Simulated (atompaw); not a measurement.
# W: the cost of one run

Method: atompaw 4.2.0.5, PBE, scalar-relativistic.

**1. The atom and the settings**

Typed settings, in words:

| Item | Value |
| --- | --- |
| element | tungsten (W, Z = 74) |
| type | PAW |
| frozen core | [Kr] 4d10 4f14 |
| valence charge | 14 |
| reference configuration | 5s2 5p6 5d4 6s2 6p0 |
| partial waves | 5s (bound): rc 1.65 bohr; 6s (bound): rc 2.80 bohr; 5p (bound): rc 1.60 bohr; 6p (bound, empty): rc 2.80 bohr; 5d (bound): rc 2.80 bohr; 5d channel at 0.9 Ry: rc 2.80 bohr; 5f channel at 0.15 Ry: rc 2.30 bohr |
| local potential | bessel scheme, radius 1.90 bohr |
| core correction | smooth core density matched at 2.60 bohr |
| augmentation charge | sinc compensation charge, radius 2.75 bohr; PAW radius 2.80 bohr; waves and projectors: custom rrkj gramschmidtortho |

**2. The generation run**

The input, W.input:

```
W 74
GGA-PBE scalarrelativistic loggrid 2001 logderivrange -8 5 326
6 6 5 4 0 0
6 1 0
5 2 4
0 0 0
c
c
c
c
v
v
c
c
c
v
v
c
c
v
c
3
2.80 2.75 1.90 2.60
n
n
y
0.9
n
y
0.15
n
custom rrkj gramschmidtortho sinc
bessel
1.65
2.80
1.60
2.80
2.80
2.80
2.30
PWSCFOUT
UPFDX 0.0125d0 UPFXMIN -7.d0 UPFZMESH 74.d0
END
```

On the command line:

```bash
$ atompaw < W.input > W.log
```

**Question.** How long does this run take on 1 thread of Intel Xeon 6975P-C, shared host?

About 14 s.
